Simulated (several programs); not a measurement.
# KYSe2 (ordering on rocksalt) from semi-empirical methods to plane-wave DFT

An ordered 4-atom cell of KYSe2 on the rocksalt lattice (P4/mmm), relaxed with r2SCAN in Ansatz, was computed with several methods. It is tetragonal, P4/mmm (No. 123); a = 4.320 Å, c = 5.868 Å in the conventional setting, 27.38 Å³ an atom. K has 6 Se at 2.93–3.05 Å; Se has 2 K at 2.93 Å and 4 Y at 3.05 Å; Y has 6 Se at 2.93–3.05 Å; Se has 2 Y at 2.93 Å and 4 K at 3.05 Å. These are computed values for a spin-unpolarised cell that may be hypothetical; none is a measurement.

```
K Se Y
1.0
     4.31975    0.00000    0.00000
     0.00000    4.31975    0.00000
     0.00000    0.00000    5.86828
K Se Y
1 2 1
Direct
  0.00000 0.00000 0.00000
  0.00000 0.00000 0.50000
  0.50000 0.50000 0.00000
  0.50000 0.50000 0.50000
```

Gaps and times are for a single point on this cell; volume and bulk modulus come from each method's own relaxation or energy curve at fixed shape, which is too stiff where a cell has free coordinates or axes. Times are rough, from shared hosts (Arm Neoverse N1; Arm Neoverse V2), and each method has its own mesh and cell size. A double dagger marks a value from a curve with shape and coordinates held. PM6 (MOPAC), PM7 (MOPAC), GFN1-xTB (tblite), GFN2-xTB (tblite) treat a cluster of cells at its zone centre, which samples few k points: where these miss a band edge, the gap comes out too large for that reason alone. Gaps from k meshes are read at a limited set of points (mesh, symmetry points, PBE's band edges), so each method's own least gap may be somewhat smaller. xTB and the PM methods were fitted mostly to molecules, and can miss a solid's gap by electronvolts. Minimal bases can be far off for gaps. Times of the plane-wave ladder aren't listed, since it ran on unlike processors and cards. GLLB-SC's gap includes the derivative discontinuity. G0W0 is at finite bands, cutoff and mesh. d marks a direct gap, i an indirect one (no mark: not told apart), a dash a value that wasn't computed or didn't pass its checks.

| method | kind | gap (eV) | own volume (Å³/atom) | bulk modulus (GPa) | atoms computed | processor time |
| --- | --- | --- | --- | --- | --- | --- |
| PBEsol | semilocal | – | 26.39 | – | 4 | – |
| PM7 (MOPAC) | semi-empirical | 1.95 | – | – | cluster | 1.6 s |
| GFN1-xTB (tblite) | tight binding | 0 | 27.91‡ | 37‡ | cluster | 2 s |
| GFN2-xTB (tblite) | tight binding | 0.02 | 29.44‡ | 32‡ | cluster | 2.7 s |
| light PBE (260 eV and a coarse mesh) | light plane-wave | 0.10 d | – | – | 4 | 3.6 s |
| PBE | semilocal | 0.19 d | 27.71 | 48‡ | 4 | – |
| PM6 (MOPAC) | semi-empirical | 2.64 | – | – | cluster | 9 s |
| PBE/SZV (CP2K) | small basis | overlap 0.01 | 28.16‡ | 52‡ | 4 | 12 s |
| LDA | semilocal | 0.09 d | 25.44 | – | 4 | – |
| GLLB-SC (GPAW) | model potential | 1.54 | – | – | 4 | 18 s |
| r2SCAN | semilocal | 0.49 d | 27.38 | 53‡ | 4 | – |
| PBE/DZVP (CP2K) | small basis | 0.10 d | 27.69‡ | 48‡ | 4 | 31 s |
| PBE/single zeta (GPAW) | small basis | 0.24 d | – | – | 4 | 49 s |
| PBE+SOC | semilocal | 0.07 d | – | – | 4 | – |
| G0W0@PBE (80 eV screening cutoff) | many-body | 1.15 | – | – | 4 | – |
| HSE06 | hybrid | 0.93 d | 27.34 | – | 4 | – |
| PBE0 | hybrid | 1.61 d | – | – | 4 | – |
| G0W0@r2SCAN (140 eV screening cutoff) | many-body | 1.29 | – | – | 4 | – |
| DDH-PBE0 | hybrid | 0.93 d | – | – | 4 | – |
| G0W0@HSE06 (140 eV screening cutoff) | many-body | 1.48 | – | – | 4 | – |
| HSE06+SOC | hybrid | 0.70 d | – | – | 4 | – |

Against HSE06 (0.93 eV) and with closed or daggered gaps left aside, the nearest gap at the points sampled is that of DDH-PBE0 (0.00 eV) and the farthest that of PM6 (MOPAC) (+1.71 eV). HSE06 is only a yardstick of convenience, and nearness to it can be luck.

Volumes against r2SCAN's: PBEsol -3.6 %, PBE +1.2 %, LDA -7.1 %, HSE06 -0.1 %.

Only the rows marked +SOC include spin-orbit coupling.
